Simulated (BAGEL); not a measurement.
**GaCNCl2 (SMILES N#[C][Ga]([Cl])[Cl]) at B3LYP/6-31G(d) (density fitting with cc-pvqz-jkfit, spherical functions)**

What is the energy change on altering one bond length of GaCNCl2 at B3LYP/6-31G* (density fitting with cc-pvqz-jkfit, spherical functions)? 

The results are computed with BAGEL 1.2.2.

6 further runs of the same task are left out: 6 that didn't finish.

## 1. The molecule

The species is GaCNCl2 (5 atoms), meant as a singlet with charge 0. SMILES: `N#[C][Ga]([Cl])[Cl]`. The coordinates come from a PBE0-D4/def2-TZVP relaxation.

Bond lengths: N1–C2 1.152 Å, C2–Ga3 1.918 Å, Ga3–Cl4 2.106 Å, Ga3–Cl5 2.106 Å. Angles: N1–C2–Ga3 180.0°, C2–Ga3–Cl4 119.8°, C2–Ga3–Cl5 119.8°, Cl4–Ga3–Cl5 120.5°.

## 2. A single-point energy at B3LYP/6-31G(d) (density fitting with cc-pvqz-jkfit, spherical functions)

File dft.json:

```json
{ "bagel" : [

{
  "title" : "molecule",
  "basis" : "6-31gs.json",
  "df_basis" : "cc-pvqz-jkfit",
  "angstrom" : "true",
  "geometry" : [
    { "atom" : "N", "xyz" : [    0.909600,   -1.318100,    1.914000 ] },
    { "atom" : "C", "xyz" : [    0.493500,   -0.715000,    1.025200 ] },
    { "atom" : "Ga", "xyz" : [   -0.199400,    0.288700,   -0.455700 ] },
    { "atom" : "Cl", "xyz" : [   -1.735500,   -0.526200,   -1.643200 ] },
    { "atom" : "Cl", "xyz" : [    0.581700,    2.197000,   -0.881800 ] }
  ]
},
{ "title" : "ks", "xc_func" : "b3lyp" },
{ "title" : "print", "file" : "orbitals.molden", "orbitals" : "true" }

]}
```

The basis set 6-31G* is read from a file made from the Basis Set Exchange's data (not shown).

Run with:

```
BAGEL_NUM_THREADS=1 BAGEL dft.json > dft.out
```

The log of the run:

```text
* using 1 threads per process

  ===============================================================
  ===============================================================

  *** Geometry ***

  { "atom" : "N", "xyz" : [      1.718895,     -2.490848,      3.616936 ] },
  { "atom" : "C", "xyz" : [      0.932580,     -1.351154,      1.937347 ] },
  { "atom" : "Ga", "xyz" : [     -0.376811,      0.545564,     -0.861148 ] },
  { "atom" : "Cl", "xyz" : [     -3.279620,     -0.994374,     -3.105198 ] },
  { "atom" : "Cl", "xyz" : [      1.099254,      4.151728,     -1.666360 ] },

  Number of auxiliary basis functions:      726

  Since a DF basis is specified, we compute 2- and 3-index integrals:
    o Being stored without compression. Storage requirement is 0.054 GB

  Number of basis functions:       96
  Number of electrons      :       78

    * METHOD: MOLECULE                             0.78

  *** Kohn-Sham DFT ***

    * Removing 8418 points whose weight is below 1.00e-10
    * Grid points: 66112

  === Nuclear Repulsion ===
   473.6927434132

       - DIIS with orbital gradients will be used.

  === KS iteration (b3lyp / 6-31gs.json) ===
      0      -2838.84503855          0.11696867           0.65
      1      -2532.97596684          0.20412872           0.58
      2      -2752.96376838          0.10616279           0.60
      3      -2831.93085309          0.16086799           0.68
      4      -2855.54739956          0.15196570           0.61
      5      -2834.42541145          0.17729185           0.71
      6      -2844.20444506          0.17282402           0.66
      7      -2815.45098352          0.18774398           0.70
      8      -2840.84181959          0.11586083           0.66
      9      -2872.05971938          0.15600859           0.66
     10      -2915.87335367          0.14667095           0.75
     11      -2870.81427610          0.14931258           0.84
     12      -2869.66360051          0.14615190           0.79
     13      -2862.87653933          0.15785832           0.75
     14      -2848.11421733          0.13965544           0.78
     15      -2935.58141428          0.05707893           0.77
     16      -2881.80901577          0.17076845           0.76
     17      -2914.19963997          0.22052806           0.75
     18      -2917.12121969          0.21064822           0.58
     19      -2930.97725410          0.15081609           0.60
     20      -2935.13155115          0.06724410           0.70
     21      -2931.08086321          0.09375955           0.55
     22      -2937.80876765          0.01556358           0.63
     23      -2937.92304615          0.00581435           0.83
     24      -2937.95156438          0.00367295           0.78
     25      -2937.95866740          0.00085724           0.81
     26      -2937.95886911          0.00040564           0.74
     27      -2937.95907099          0.00004848           0.59
     28      -2937.95907266          0.00001549           0.67
     29      -2937.95907283          0.00000322           0.57
     30      -2937.95907283          0.00000242           0.61
     31      -2937.95907283          0.00000253           0.57
     32      -2937.95907284          0.00000026           0.58
     33      -2937.95907284          0.00000020           0.72
     34      -2937.95907284          0.00000004           0.62
     35      -2937.95907284          0.00000003           0.56
     36      -2937.95907284          0.00000001           0.58
    * SCF iteration converged.

    * Permanent dipole moment:
           (    0.249854,    -0.362435,     0.533927) a.u.

    * METHOD: KS                                  25.43

    * METHOD: PRINT                                0.02

  ===============================================================
```

Wall time 27 s (1 thread of Intel Xeon Platinum 8488C (Sapphire Rapids), shared host); peak memory 0.4 GiB.

## 3. The distorted shape

File input.json:

```json
{ "bagel": [

{
  "title": "molecule",
  "basis": "6-31gs.json",
  "df_basis": "cc-pvqz-jkfit",
  "angstrom": "true",
  "geometry": [
    { "atom": "N", "xyz": [    1.117458,   -1.619193,    2.358245 ] },
    { "atom": "C", "xyz": [    0.701358,   -1.016093,    1.469445 ] },
    { "atom": "Ga", "xyz": [   -0.199400,    0.288700,   -0.455700 ] },
    { "atom": "Cl", "xyz": [   -1.735500,   -0.526200,   -1.643200 ] },
    { "atom": "Cl", "xyz": [    0.581700,    2.197000,   -0.881800 ] }
  ]
},
{ "title": "ks", "xc_func": "b3lyp" },
{ "title": "print", "file": "orbitals.molden", "orbitals": "true" }

]}
```

The basis set 6-31G* is read from a file made from the Basis Set Exchange's data (not shown).

Run with:

```
BAGEL_NUM_THREADS=1 BAGEL input.json > input.out
```

The log of the run:

```text
* using 1 threads per process

  ===============================================================
  ===============================================================

  *** Geometry ***

  { "atom" : "N", "xyz" : [      2.111690,     -3.059831,      4.456437 ] },
  { "atom" : "C", "xyz" : [      1.325375,     -1.920137,      2.776849 ] },
  { "atom" : "Ga", "xyz" : [     -0.376811,      0.545564,     -0.861148 ] },
  { "atom" : "Cl", "xyz" : [     -3.279620,     -0.994374,     -3.105198 ] },
  { "atom" : "Cl", "xyz" : [      1.099254,      4.151728,     -1.666360 ] },

  Number of auxiliary basis functions:      726

  Since a DF basis is specified, we compute 2- and 3-index integrals:
    o Being stored without compression. Storage requirement is 0.054 GB

  Number of basis functions:       96
  Number of electrons      :       78

    * METHOD: MOLECULE                             1.01

  *** Kohn-Sham DFT ***

    * Removing 7902 points whose weight is below 1.00e-10
    * Grid points: 66628

  === Nuclear Repulsion ===
   449.0963210622

       - DIIS with orbital gradients will be used.

  === KS iteration (b3lyp / 6-31gs.json) ===
      0      -2836.11664869          0.11494899           0.57
      1      -2498.63941335          0.14466668           0.56
      2      -2747.13024355          0.10484598           0.56
      3      -2918.51046866          0.10534411           0.57
      4      -2799.91262322          0.15372104           0.57
      5      -2860.82008048          0.26965847           0.59
      6      -2892.91934129          0.25344718           0.74
      7      -2733.03820223          0.21948495           0.66
      8      -2893.19532204          0.13888220           0.54
      9      -2903.83385890          0.09690556           0.67
     10      -2803.32696388          0.19611015           0.58
     11      -2902.30813421          0.12822044           0.70
     12      -2935.73594362          0.05641651           0.64
     13      -2926.09105197          0.07936621           0.67
     14      -2928.26169347          0.06740504           0.57
     15      -2911.81098574          0.07417855           0.62
     16      -2929.89792140          0.05695044           0.61
     17      -2930.36468607          0.05529116           0.55
     18      -2936.21219272          0.04890002           0.58
     19      -2937.54759945          0.01908644           0.57
     20      -2931.14711783          0.07527944           0.66
     21      -2937.50803349          0.01853089           0.70
     22      -2937.87786905          0.00485235           0.63
     23      -2937.88624490          0.00481797           0.60
     24      -2937.90865943          0.00153293           0.64
     25      -2937.91013120          0.00065680           0.60
     26      -2937.91031788          0.00021282           0.58
     27      -2937.91036266          0.00007594           0.52
     28      -2937.91036904          0.00001646           0.52
     29      -2937.91036927          0.00000532           0.53
     30      -2937.91036930          0.00000133           0.60
     31      -2937.91036930          0.00000042           0.62
     32      -2937.91036930          0.00000023           0.59
     33      -2937.91036930          0.00000005           0.59
     34      -2937.91036930          0.00000002           0.62
     35      -2937.91036930          0.00000001           0.73
    * SCF iteration converged.

    * Permanent dipole moment:
           (    0.582064,    -0.843664,     1.243950) a.u.

    * METHOD: KS                                  22.24

    * METHOD: PRINT                                0.03

  ===============================================================
```

Run time: 24 s. Hardware: 1 thread of Intel Xeon Platinum 8488C (Sapphire Rapids), shared host; peak memory 0.4 GiB.

## 4. Summary of results

At B3LYP/6-31G* (density fitting with cc-pvqz-jkfit, spherical functions):

```
                                                          quantity           value
                                         first shape: total energy  -2937.95907 Eh
                                        first shape: dipole moment          1.76 D
                                          first shape: HOMO energy        -9.46 eV
                                          first shape: LUMO energy        -2.82 eV
                                        first shape: HOMO–LUMO gap         6.65 eV
                                     distorted shape: total energy  -2937.91037 Eh
                                    distorted shape: dipole moment          4.10 D
                                      distorted shape: HOMO energy        -9.08 eV
                                      distorted shape: LUMO energy        -3.88 eV
                                    distorted shape: HOMO–LUMO gap         5.20 eV
energy change with the C2–Ga3 bond stretched from 1.918 to 2.494 Å        1.325 eV
```

**Reading.** With the C2–Ga3 bond stretched from 1.918 to 2.494 Å the energy rises by 1.33 eV (31 kcal/mol). The first shape isn't relaxed at this level, so the change isn't measured from a minimum.
